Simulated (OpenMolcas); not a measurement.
# Co³⁺ among point charges: CASSCF and CASPT2 levels and susceptibility, part 1 of 2

Aim: the splitting of the states of Co³⁺ in the field of 5 point charges, its lowest levels with spin-orbit coupling and its magnetic susceptibility.

Method: state-averaged CASSCF and CASPT2, spin-orbit coupling by RASSI with atomic mean-field integrals. Code: OpenMolcas 26.06.

**1. The system**

```
Species                           : Co³⁺ (cobalt, Z = 27, 24 electrons)
Basis                             : ANO-RCC-VDZP [5s4p2d1f], 34 functions
Scalar Hamiltonian                : DKH2, point nucleus
Inactive shells                   : 1s 2s 2p 3s 3p
Active space                      : 6 electrons in 5 orbitals (3d)
Some configurations of this space : 3d⁶
Orbitals                          : optimised for each spin and parity, averaged over all roots
```

The outer shells:

3d6
```
3d [↑↓][↑ ][↑ ][↑ ][↑ ]
```

The ion sits among 5 point charges of -2 e arranged as a square pyramid (C4v), 1.97 Å from the ion, with the axial distance 2.265 Å.

Each step is its own input file, run in one work folder so that later steps find the files of earlier ones. Labels, J, g values, rates, χT and fits are worked out afterwards by a script from the matrices that RASSI stores.

**2. GATEWAY and SEWARD: basis and integrals**

a.inp

```
&GATEWAY
Coord
1

Co 0.0 0.0 0.0
Basis=ANO-RCC-VDZP
Group=NoSym
NoMove
AngMom=0.0 0.0 0.0
AMFI
XField
5 Angstrom 0
1.970000 0.000000 0.000000 -2.000000
0.000000 1.970000 0.000000 -2.000000
-1.970000 0.000000 0.000000 -2.000000
0.000000 -1.970000 0.000000 -2.000000
0.000000 0.000000 2.265500 -2.000000
&SEWARD
```

On the command line:

```sh
$ OMP_NUM_THREADS=1 MOLCAS_MEM=1689 MOLCAS_PROJECT=a pymolcas a.inp > a.log
```

Output:

```text
Basis set label: CO.ANO-RCC...5S4P2D1F.

      Electronic valence basis set:
      ------------------
      Associated Effective Charge  27.000000 au
      Associated Actual Charge     27.000000 au
      Nuclear Model: Point charge

      Shell  nPrim  nBasis  Cartesian Spherical Contaminant
         s      21       5        X
         p      15       4        X
         d      10       2                 X
         f       6       1                 X
                  Relativistic Douglas-Kroll-Hess integrals:
                    - DKH order of Hamiltonian: 2
                    - DKH order of Properties : 0
                  Atomic mean-field integrals
```

**3. Reference wave functions, quintets, 5 roots**

a.inp

```
&RASSCF
FileOrb=start.orb
Symmetry=1
Spin=5
nActEl=6 0 0
Inactive=9
Ras2=5
CIRoot=5 5 1
SDav=5
CIMx=300
Iter=120 100
PrWF=0.3
OrbListing=Nothing
MaxOrb=0
>>> COPY $Project.JobIph JOB001
```

start.orb holds the contracted functions of the basis, ordered by shell, or the orbitals of the step before.

Output (excerpt; [...] marks lines left out):

```text
[...]
      Number of active orbitals                  5
[...]
      Spin quantum number                      2.0
[...]
      Active orbitals                            5
[...]
      Number of CSFs                             5
      Number of root(s) required                 5
[...]
      Convergence after 10 iterations
[...]
      Natural orbitals and occupation numbers for root  1
      sym 1:   1.000000   1.000000   2.000000   1.000000   1.000000
      Natural orbitals and occupation numbers for root  2
      sym 1:   1.000000   2.000000   1.000000   1.000000   1.000000
      Natural orbitals and occupation numbers for root  3
      sym 1:   1.000000   1.000000   2.000000   1.000000   1.000000
::    RASSCF root number  1 Total energy:  -1397.72709348
::    RASSCF root number  2 Total energy:  -1397.72146668
::    RASSCF root number  3 Total energy:  -1397.72146668
::    RASSCF root number  4 Total energy:  -1397.69589969
::    RASSCF root number  5 Total energy:  -1397.67858845
```

**4. Reference wave functions, triplets, 45 roots**

a.inp

```
&RASSCF
FileOrb=start.orb
Symmetry=1
Spin=3
nActEl=6 0 0
Inactive=9
Ras2=5
CIRoot=45 45 1
SDav=45
CIMx=300
Iter=120 100
PrWF=0.3
OrbListing=Nothing
MaxOrb=0
>>> COPY $Project.JobIph JOB002
```

Output (excerpt; [...] marks lines left out):

```text
[...]
      Number of active orbitals                  5
[...]
      Spin quantum number                      1.0
[...]
      Active orbitals                            5
[...]
      Number of CSFs                            45
      Number of root(s) required                45
[...]
      Convergence after  7 iterations
[...]
      Natural orbitals and occupation numbers for root  1
      sym 1:   1.783584   0.998580   1.828260   1.075647   0.313928
      Natural orbitals and occupation numbers for root  2
      sym 1:   1.783584   1.828260   1.075647   0.998580   0.313928
      Natural orbitals and occupation numbers for root  3
      sym 1:   1.799693   1.000003   1.000003   1.907981   0.292319
::    RASSCF root number  1 Total energy:  -1397.60921308
::    RASSCF root number  2 Total energy:  -1397.60921308
::    RASSCF root number  3 Total energy:  -1397.60860747
[...]
::    RASSCF root number 27 Total energy:  -1397.55098550
::    RASSCF root number 28 Total energy:  -1397.55098550
::    RASSCF root number 29 Total energy:  -1397.54951005
::    RASSCF root number 30 Total energy:  -1397.54898781
```

**5. CASSCF: singlets, 50 roots**

a.inp

```
&RASSCF
FileOrb=start.orb
Symmetry=1
Spin=1
nActEl=6 0 0
Inactive=9
Ras2=5
CIRoot=50 50 1
SDav=50
CIMx=300
Iter=120 100
PrWF=0.3
OrbListing=Nothing
MaxOrb=0
>>> COPY $Project.JobIph JOB003
```

Output (excerpt; [...] marks lines left out):

```text
[...]
      Number of active orbitals                  5
[...]
      Spin quantum number                      0.0
[...]
      Active orbitals                            5
[...]
      Number of CSFs                            50
      Number of root(s) required                50
[...]
      Convergence after  7 iterations
[...]
      Natural orbitals and occupation numbers for root  1
      sym 1:   1.417945   1.006366   1.006366   1.967411   0.601911
      Natural orbitals and occupation numbers for root  2
      sym 1:   1.292482   1.001224   1.001224   1.985073   0.719996
      Natural orbitals and occupation numbers for root  3
      sym 1:   1.213688   1.763905   1.623778   1.023529   0.375100
::    RASSCF root number  1 Total energy:  -1397.55557744
::    RASSCF root number  2 Total energy:  -1397.55493457
::    RASSCF root number  3 Total energy:  -1397.55238651
[...]
::    RASSCF root number 27 Total energy:  -1397.47913674
::    RASSCF root number 28 Total energy:  -1397.47059249
::    RASSCF root number 29 Total energy:  -1397.47059249
::    RASSCF root number 30 Total energy:  -1397.45670606
```

**6. State interaction with spin-orbit coupling**

a.inp

```
&RASSI
NrOfJobIphs=3 5 45 50
1 2 3 4 5
1 2 3 4 5 6 7 8 9 10 11 12 13 14 15 16 17 18 19 20 21 22 23 24 25 26 27
28 29 30 31 32 33 34 35 36 37 38 39 40 41 42 43 44 45
1 2 3 4 5 6 7 8 9 10 11 12 13 14 15 16 17 18 19 20 21 22 23 24 25 26 27
28 29 30 31 32 33 34 35 36 37 38 39 40 41 42 43 44 45 46 47 48 49 50
IphNames
JOB001
JOB002
JOB003
EJob
SpinOrbit
DIPRint=1.0
SOCoupling=1000.0
Subsets=2
Property=9
'ANGMOM' 1 'ANGMOM' 2 'ANGMOM' 3 'MLTPL  1' 1 'MLTPL  1' 2 'MLTPL  1' 3
'AMFI' 1 'AMFI' 2 'AMFI' 3
SOProperty=3
'ANGMOM' 1 'ANGMOM' 2 'ANGMOM' 3
```

Output:

```text
SPIN-FREE ENERGIES:
  (Shifted by EMIN (a.u.) =      -1397.7270934784)

 SF State       Relative EMIN(au)   Rel lowest level(eV)    D:o, cm**(-1)      L_eff

     1             0.0000000000        0.0000000000              0.0000         2.0
     2             0.0056268016        0.1531130726           1234.9402         2.0
     3             0.0056268016        0.1531130726           1234.9402         2.0
     4             0.0311937882        0.8488262203           6846.2452         2.0
     5             0.0485050256        1.3198889853          10645.6226         2.0
     6             0.1178803959        3.2076889824          25871.7564         4.5
     7             0.1178803959        3.2076889824          25871.7564         4.5
     8             0.1184860108        3.2241686056          26004.6736         4.4
     9             0.1218298161        3.3151581809          26738.5540         4.6
    10             0.1234174066        3.3583587208          27086.9898         4.8
    11             0.1234174066        3.3583587208          27086.9898         4.8
    12             0.1250710740        3.4033573033          27449.9279         4.9
    13             0.1296904684        3.5290574284          28463.7677         4.7
    14             0.1306752360        3.5558543201          28679.8993         4.6
    15             0.1306752360        3.5558543201          28679.8993         4.6
    16             0.1308100584        3.5595230249          28709.4894         4.6
    17             0.1394166400        3.7937200403          30598.4157         3.4
    18             0.1397028687        3.8015087203          30661.2356         3.1
    19             0.1397028687        3.8015087203          30661.2356         3.1
    20             0.1433272159        3.9001322309          31456.6879         3.0
    21             0.1459003134        3.9701497818          32021.4175         2.4
    22             0.1461981080        3.9782531855          32086.7759         3.0
    23             0.1461981080        3.9782531855          32086.7759         3.0
    24             0.1549571309        4.2165983409          34009.1592         2.8
    25             0.1549571309        4.2165983409          34009.1592         2.8
    26             0.1572116868        4.2779479330          34503.9770         3.8
    27             0.1574386921        4.2841250611          34553.7989         3.4
    28             0.1649903048        4.4896149108          36211.1863         3.8
    29             0.1649903048        4.4896149108          36211.1863         3.8
    30             0.1656280306        4.5069683125          36351.1509         3.9
    51             0.1715160380        4.6671891582          37643.4192         5.8
    52             0.1721589053        4.6846824668          37784.5123         5.9
    53             0.1747069727        4.7540189144          38343.7484         5.5
    54             0.1747069727        4.7540189144          38343.7484         5.5
    55             0.1754920188        4.7753811055          38516.0461         5.1
    31             0.1756747756        4.7803541714          38556.1566         4.1
    32             0.1761079748        4.7921421229          38651.2328         4.1
    33             0.1761079748        4.7921421229          38651.2328         4.1
    34             0.1775834258        4.8322911891          38975.0569         4.1
    35             0.1781056646        4.8465020311          39089.6751         4.0
Eigenvalues of complex Hamiltonian:
   -----------------------------------
  (Shifted by EMIN (a.u.) =      -1397.7270934784)

 SO State       Relative EMIN(au)   Rel lowest level(eV)    D:o, cm**(-1)     J-value

     1            -0.0014263375        0.0000000000              0.0000         3.7
     2            -0.0012628397        0.0044490035             35.8836         3.5
     3            -0.0012628397        0.0044490035             35.8836         3.5
     4            -0.0007277101        0.0190106206            153.3310         2.9
     5            -0.0007248081        0.0190895873            153.9679         2.9
     6             0.0039596667        0.1465606422           1182.0913         2.3
     7             0.0039596667        0.1465606422           1182.0913         2.3
     8             0.0051541662        0.1790646293           1444.2536         2.3
     9             0.0051896872        0.1800312043           1452.0496         2.2
    10             0.0058487520        0.1979652717           1596.6976         2.6
    11             0.0058487520        0.1979652717           1596.6976         2.6
    12             0.0061232515        0.2054347844           1656.9433         2.7
    13             0.0072029025        0.2348135824           1893.8993         1.7
    14             0.0073748788        0.2394932972           1931.6437         1.6
    15             0.0073748788        0.2394932972           1931.6437         1.6
    16             0.0304757127        0.8680990115           7001.6907         1.5
    17             0.0304758350        0.8681023390           7001.7176         1.5
    18             0.0309709524        0.8815751693           7110.3833         2.1
    19             0.0309709524        0.8815751693           7110.3833         2.1
    20             0.0311375947        0.8861097369           7146.9570         2.3
    21             0.0483911739        1.3556035461          10933.6800         2.3
    22             0.0484833035        1.3581105194          10953.9001         2.1
    23             0.0484833035        1.3581105194          10953.9001         2.1
    24             0.0487510708        1.3653968393          11012.6682         1.5
    25             0.0487515145        1.3654089137          11012.7656         1.5
    26             0.1154366818        3.1800047556          25648.4681         3.8
    27             0.1155985236        3.1844086975          25683.9883         3.7
    28             0.1155985236        3.1844086975          25683.9883         3.7
    29             0.1157140980        3.1875536371          25709.3539         3.3
    30             0.1165347614        3.2098850237          25889.4687         2.6
    31             0.1186716686        3.2680332314          26358.4656         2.9
    32             0.1196413202        3.2944187971          26571.2796         3.2
    33             0.1196413202        3.2944187971          26571.2796         3.2
    34             0.1203655742        3.3141267504          26730.2349         4.0
    35             0.1209811653        3.3308778395          26865.3416         3.6
    36             0.1209811653        3.3308778395          26865.3416         3.6
    37             0.1211589880        3.3357166422          26904.3691         2.0
    38             0.1219543876        3.3573605679          27078.9392         4.1
    39             0.1219767426        3.3579688767          27083.8455         3.7
    40             0.1226489418        3.3762603504          27231.3762         3.9
    41             0.1226489418        3.3762603504          27231.3762         3.9
Weights of the five most important spin-orbit-free states for each spin-orbit state.

 SO State  Total energy (au)           Spin-free states, spin, and weights
 -------------------------------------------------------------------------------------------------------
    1        -0.001426       1 2.0  0.8616    2 2.0  0.0683    3 2.0  0.0683   21 1.0  0.0003    8 1.0  0.0003
    2        -0.001263       1 2.0  0.8693    3 2.0  0.0763    2 2.0  0.0527   21 1.0  0.0002    8 1.0  0.0002
    3        -0.001263       1 2.0  0.8693    2 2.0  0.0763    3 2.0  0.0527   21 1.0  0.0002    8 1.0  0.0002
    4        -0.000728       1 2.0  0.9021    2 2.0  0.0482    3 2.0  0.0482    4 2.0  0.0003   22 1.0  0.0003
    5        -0.000725       1 2.0  0.9031    3 2.0  0.0478    2 2.0  0.0478   22 1.0  0.0003   23 1.0  0.0003
    6         0.003960       3 2.0  0.4982    2 2.0  0.4982    4 2.0  0.0016    5 2.0  0.0006   20 1.0  0.0006
    7         0.003960       2 2.0  0.4982    3 2.0  0.4982    4 2.0  0.0016    5 2.0  0.0006   20 1.0  0.0006
    8         0.005154       2 2.0  0.4488    3 2.0  0.4488    1 2.0  0.0969    4 2.0  0.0041   20 1.0  0.0005
    9         0.005190       2 2.0  0.4505    3 2.0  0.4505    1 2.0  0.0959    5 2.0  0.0015   17 1.0  0.0005
   10         0.005849       3 2.0  0.8908    2 2.0  0.0550    1 2.0  0.0506    4 2.0  0.0017    5 2.0  0.0006
   11         0.005849       2 2.0  0.8908    3 2.0  0.0550    1 2.0  0.0506    4 2.0  0.0017    5 2.0  0.0006
   12         0.006123       3 2.0  0.4986    2 2.0  0.4986    4 2.0  0.0013    5 2.0  0.0004   19 1.0  0.0002
```

These steps: 48 s of run time, 1 thread, shared host.

States without spin-orbit coupling:

| state | degeneracy | E (cm-1) | free-ion L (%) |
| --- | --- | --- | --- |
| quintet | 1 | 0 | D (100) |
| quintet | 2 | 1235 | D (100) |
| quintet | 1 | 6846 | D (100) |
| quintet | 1 | 10646 | D (100) |
| triplet | 2 | 25872 | H (73) |
| triplet | 1 | 26005 | H (66) |
| triplet | 1 | 26739 | H (68) |
| triplet | 2 | 27087 | H (85) |
| triplet | 1 | 27450 | H (86) |
| triplet | 1 | 28464 | H (74) |
| triplet | 2 | 28680 | H (77) |
| triplet | 1 | 28709 | H (79) |
| triplet | 1 | 30598 | F (66) |
| triplet | 2 | 30661 | P (37) |
| triplet | 1 | 31457 | F (74) |
| triplet | 1 | 32021 | P (75) |
| triplet | 2 | 32087 | F (37) |
| triplet | 2 | 34009 | F (67) |
| triplet | 1 | 34504 | G (90) |
| triplet | 1 | 34554 | F (62) |
| triplet | 2 | 36211 | G (58) |
| triplet | 1 | 36351 | G (64) |
| singlet | 1 | 37643 | I (88) |
| singlet | 1 | 37785 | I (95) |

With spin-orbit coupling:

```tsv
E (cm-1)	Degeneracy	2S+1	g
0.0	1	5	
35.9	2	5	0.00 0.00 3.90
153.3	1	5	
154.0	1	5	
1182	2	5	0.00 0.00 10.00
1444	1	5	
1452	1	5	
1597	2	5	0.00 0.00 2.55
1657	1	5	
1894	1	5	
1932	2	5	0.00 0.00 5.56
7002	2	5	0.00 0.00 9.30
7110	2	5	0.00 0.00 4.67
7147	1	5	
10934	1	5	
10954	2	5	0.00 0.00 3.33
11013	1	5	
11013	1	5	
25648	1	3	
25684	2	3	0.00 0.00 3.13
25709	1	3	
25889	1	3	
26358	1	3	
26571	2	3	0.00 0.00 2.36
```

The table of states holds 24 of 76 computed; the rest, higher up, is left out. Principal g values are given for doublets only; a zero marks a field direction without first-order Zeeman splitting.

Powder χT (cm³ K/mol): 0.36 at 2 K, 0.91 at 5 K, 1.80 at 10 K, 3.05 at 20 K, 4.01 at 50 K, 4.30 at 100 K, 4.38 at 150 K, 4.41 at 200 K, 4.44 at 250 K, 4.46 at 300 K.

(Continued in part 2 of 2.)
